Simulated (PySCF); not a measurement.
# A diatomic session: CoH

One table from this session's results is given with a row withheld; the runs are named, their logs left out.

Program: PySCF 2.14.0. Level of theory: Co def2-TZVPP, H def2-TZVPP, no relativity. These are calculated values, not measurements.

The first run:

Settings of the job:

| Item | Value |
| --- | --- |
| atoms | Co, H |
| charge | 0 |
| basis | Co def2-TZVPP, H def2-TZVPP |
| Hamiltonian | no relativity |
| basis functions | 78 |
| electrons treated | 28 |
| masses in u | 58.9332, 1.0078 |
| levels | PBE0, PBE, r²SCAN, B2PLYP, M06-2X, M06, B3LYP, CAM-B3LYP, HF, MP2, SCS-MP2, CCSD, CCSD(T) |
| grid | 80 radial by 434 angular points |
| occupations | held fixed by the projection of orbital angular momentum |
| dissociation limit | Co + H, each in its ground configuration |
| starting distance in angstrom | 1.390 |
| values of 2S to try | 0, 2, 4, 6 |

Command:

```bash
$ OMP_NUM_THREADS=1 python dia.py task.json out
```

Steps of the session up to this table: Set-up; The PBE0 curve of the state that the search chose; Other states along the same grid; PBE (GGA); r²SCAN (meta-GGA); B2PLYP (double hybrid); M06-2X (hybrid meta-GGA); M06 (hybrid meta-GGA); B3LYP (global hybrid GGA); CAM-B3LYP (range-separated hybrid); ROHF (mean field); Adding correlation.

One table of the session follows, with a row left open; its other results are not shown here.

Energy (eV) from each level's lowest point:

| R (Å) | ROHF | ROHF-MP2 | ROHF-SCS-MP2 | ROHF-CCSD | ROHF-CCSD(T) |
| --- | --- | --- | --- | --- | --- |
| 1.317 | 0.636 | 0.247 | 0.288 | n/a | n/a |
| 1.379 | 0.374 | 0.085 | 0.112 | 0.162 | 0.128 |
| 1.440 | 0.194 | 0.011 | 0.023 | 0.051 | 0.030 |
| 1.486 | ? | ? | ? | ? | ? |
| 1.532 | 0.043 | 0.018 | 0.006 | 0.000 | 0.000 |
| 1.578 | 0.010 | 0.058 | 0.035 | 0.014 | 0.023 |
| 1.639 | 0.000 | 0.140 | 0.102 | 0.062 | 0.083 |
| 1.716 | 0.031 | 0.274 | 0.219 | 0.158 | 0.191 |
| 1.808 | 0.117 | 0.467 | 0.394 | 0.310 | 0.354 |
| 1.930 | 0.287 | 0.757 | 0.661 | n/a | n/a |

**Question.** Estimate the row for R (Å) = 1.486.

Worked estimate for «ROHF». A straight line through the neighbours (1.440, 0.194) and (1.532, 0.043) gives 0.194 + (0.043 − 0.194) × (1.486 − 1.440) / (1.532 − 1.440) = 0.118; a parabola fitted to 4 rows on both sides gives 0.102.

**Answer.** ROHF: 0.103; ROHF-MP2: 0.000; ROHF-SCS-MP2: 0.000; ROHF-CCSD: 0.011; ROHF-CCSD(T): 0.000. In «ROHF» the line misses by +0.015 and the parabola by -0.001.

To keep in mind: The state is the lowest single determinant that the PBE0 search found; with open d or f shells the true ground state can be another one.
